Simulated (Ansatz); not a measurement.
Working through a ladder of methods at one geometry of FH4N2Si, SMILES N[Si](N)F

Computed with Ansatz's Python interface.

Typed at the interpreter:
```pycon
>>> from pathlib import Path
>>> import ansatz as az
>>> from ase import Atoms
>>> import numpy as np
>>> atoms = Atoms(["N", "Si", "N", "F", "H", "H", "H", "H"], positions=[
...     (-0.4616, 1.2155, -0.4739),
...     (0.6842, 0.0903, -0.7115),
...     (0.5664, -0.4496, 0.8771),
...     (0.0457, -1.0655, -1.5367),
...     (-1.399, 0.819, -0.7253),
...     (-0.5329, 1.4431, 0.5166),
...     (1.3901, -1.1018, 1.0517),
...     (-0.2007, -1.008, 0.9463),
... ])
>>> molecule = az.Crystal.molecule_from_ase(atoms)
>>> model = (
...     molecule.calculation()
...     .basis(gaussian="cc-pVDZ")
...     .spin("collinear", total=1)
... )
>>> print("functional    E (Ha)        dipole (D)   HOMO (eV)  LUMO (eV)")
functional    E (Ha)        dipole (D)   HOMO (eV)  LUMO (eV)
>>> for name in ["lda", "blyp", "lc_wpbe", "cam_b3lyp", "revpbe", "r2scan0"]:
...     summary = model.functional(name).forces().orbitals().run(runs_dir="runs").report
...     lines = Path(summary["orbitals_path"]).read_text().splitlines()
...     field_of = lambda key: [line.split("=")[1].strip() for line in lines if line.startswith(key)]
...     orbitals = [(27.211386 * float(e), s, float(n)) for e, s, n in zip(field_of("Ene="), field_of("Spin="), field_of("Occup="))]
...     homo = max(e for e, _, n in orbitals if n > 0.5)
...     lumo = min(e for e, _, n in orbitals if n < 0.5)
...     dipole = 4.803205 * np.linalg.norm(summary["charge_distribution"]["dipole_moment_e_ang"])
...     print(f"{name:10s} {summary['free_energy_ev'] / 27.211386246:14.6f} {dipole:9.3f} {homo:11.3f} {lumo:10.3f}")
...
lda           -498.536406     1.502      -4.986     -3.708
blyp          -501.186665     1.306      -4.845     -3.387
lc_wpbe       -501.035595     1.279      -9.106      0.036
cam_b3lyp     -501.180771     1.247      -7.664     -1.528
revpbe        -501.110504     1.322      -5.025     -3.172
r2scan0       -501.098731     1.235      -6.693     -2.148
```

Caveats:
- Total energies depend on the basis set; only differences at equal settings carry meaning.
- The geometry is a force-field or estimated start, not a minimum of this method, and the basis set is short of its limit. A lower total doesn't mark the better method: functionals have no common bound, and MP2 and coupled cluster aren't variational.
- The run takes the species as open-shell (spin multiplicity 2), which needn't be its ground state.
- Levels such as HOMO and LUMO are orbital energies: with these approximate functionals they aren't the ionisation energy and electron affinity, and their gap isn't the fundamental gap.
- For Al to Cl the sets with a tight d function, cc-pV(X+d)Z, are usual.
- Finished in 34 s on 1 thread of Arm Neoverse V1, on a shared host, peak memory 0.31 GiB.
